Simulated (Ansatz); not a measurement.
MnO2:

```
Mn O
1.0
     0.00000    4.01999    4.01999
     4.01999    0.00000    4.01999
     4.01999    4.01999    0.00000
Mn O
4 8
Direct
  0.12500 0.12500 0.12500
  0.12500 0.12500 0.62500
  0.62500 0.12500 0.12500
  0.12500 0.62500 0.12500
  0.36095 0.36095 0.36095
  0.36095 0.36095 0.91714
  0.91714 0.36095 0.36095
  0.36095 0.91714 0.36095
  0.88905 0.88905 0.33286
  0.88905 0.88905 0.88905
  0.88905 0.33286 0.88905
  0.33286 0.88905 0.88905
```

The cell is a database's computed one.

Alike in all runs: program Ansatz 0.2.0; functional PBEsol; potentials or basis Ansatz PAW; cutoff 420 eV (not typed: the program's choice for these potentials); k mesh 6 × 6 × 6; occupations fermi-dirac, width 0.05 eV.

Starts and where they ended:

```tsv
start	free energy over the lowest (meV/atom)	net moment (μB)	site or absolute moments (μB)	gap
no spin polarisation	358.5	-	-	none (metal or under the smearing width)
collinear spin, ferromagnetic start of up to 4 μB	0.0	12.00	Mn +2.48; O +0.06	0.39 eV
collinear spin, ferromagnetic start of up to 5.5 μB	0.0	12.00	Mn +2.48; O +0.06	0.39 eV
```

Allowing spin polarisation gains 358 meV/atom. A still lower state may exist.

Caveats: semilocal functionals often make such compounds metallic where correlation or magnetic order opens a gap, which also shifts bond lengths (some runs).
